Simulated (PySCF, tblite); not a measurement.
# C₆H₁₀O₃Si: geometry, infrared bands and NMR shifts

Wanted: the infrared bands and NMR shifts of C₆H₁₀O₃Si (`CC[C@@H]1[SiH2]C(=O)COC1=O`), by calculation.

Computed with tblite 0.8.0 and PySCF 2.14.0, with density-fitted response routines of our own, on a single molecule in the gas phase. Atoms count from 0, in the outputs and in this text.

## (1) The molecule as given

20 atoms, charge 0, multiplicity 1; geometry from: force field or distance geometry start.

Bonds of the start (Å): C0–C1 1.50, C1–C2 1.50, C2–Si3 1.89, Si3–C4 1.87, C4–O5 1.20, C4–C6 1.48, C6–O7 1.41, O7–C8 1.41, C8–O9 1.26, C8–C2 1.48, C0–H10 1.13, C0–H11 1.11, C0–H12 1.12, C1–H13 1.11, C1–H14 1.10, C2–H15 1.13, Si3–H16 1.46, Si3–H17 1.43, C6–H18 1.10, C6–H19 1.13.

## (2) Relaxing the molecule with GFN2-xTB

The job: settings as JSON, then the geometry in Å.

```
{"job": {"kind": "relax", "xc": "GFN2-xTB", "basis": "xTB"}, "charge": 0, "multiplicity": 1}
C     -2.799500    -0.101300     0.019200
C     -1.572000    -0.137400    -0.847200
C     -0.306300     0.173400    -0.111100
Si     1.171000     0.101600    -1.285200
C      2.573300     0.179800    -0.043500
O      3.686000     0.026500    -0.453500
C      2.207700     0.445800     1.368700
O      1.110700    -0.306300     1.822100
C      0.056000    -0.744100     0.991100
O     -0.526200    -1.843300     1.207300
H     -3.603100     0.392300    -0.599900
H     -3.198800    -1.119300     0.231800
H     -2.657700     0.519900     0.941500
H     -1.501000    -1.130900    -1.342200
H     -1.722800     0.601800    -1.653400
H     -0.339900     1.210400     0.347600
H      1.227500    -1.244500    -1.847200
H      1.170300     1.176000    -2.229200
H      3.100800     0.282700     1.993900
H      1.918900     1.527400     1.486100
```

The run is started by

```console
OMP_NUM_THREADS=1 python probes_run.py task.json out
```

One launch serves the whole session: the jobs run in the order shown.

**Question.** This job is followed by: GFN2-xTB harmonic vibrations, gas phase; GIAO PBE0/pcSseg-1 NMR shielding, non-relativistic, gas phase. What will the session give for the following? strongest single infrared mode (GFN2-xTB); zero-point energy (GFN2-xTB); 13C shifts against TMS (PBE0/pcSseg-1); 1H shifts against TMS (PBE0/pcSseg-1, means over atoms taken as alike); 29Si shifts against TMS (PBE0/pcSseg-1); 17O shifts against H2O (PBE0/pcSseg-1); surface potential, 1st and 99th percentile.

**Answer**, as computed:

| quantity | value |
| --- | --- |
| strongest single infrared mode (GFN2-xTB) | 1754 cm⁻¹, 456 km/mol |
| zero-point energy (GFN2-xTB) | 93.2 kcal/mol |
| 13C shifts against TMS (PBE0/pcSseg-1) | 246.6, 177.0, 82.7, 35.2, 24.2, 17.4 ppm |
| 1H shifts against TMS (PBE0/pcSseg-1, means over atoms taken as alike) | 4.70, 4.55, 4.20, 4.09, 2.20, 2.09, 1.44, 1.26 ppm |
| 29Si shifts against TMS (PBE0/pcSseg-1) | -67.2 ppm |
| 17O shifts against H2O (PBE0/pcSseg-1) | 869.7, 458.4, 206.8 ppm |
| surface potential, 1st and 99th percentile | -1.71 V and 1.65 V |

What this shows: The optimisation took 92 steps and gained 0.861 eV; among the close pairs (by a distance rule), C8–O9 changed most, from 1.263 to 1.199 Å. All 54 modes are real, so the xTB geometry is a minimum. The strongest single mode, at 1754 cm⁻¹, moves mainly C4 and O5. GFN2-xTB is a fitted tight-binding method: band positions and strengths are rough. Its intensities can rank the bands wrongly. At PBE0/pcSseg-1: Shielding is most anisotropic at O5 (span 1857 ppm, paramagnetic term -927 ppm). At PBE0/pcSseg-1, counted by nearest atom on the grid, the HOMO lies on O5 47 %; C4 14 %, the LUMO on C4 43 %; O5 29 %.
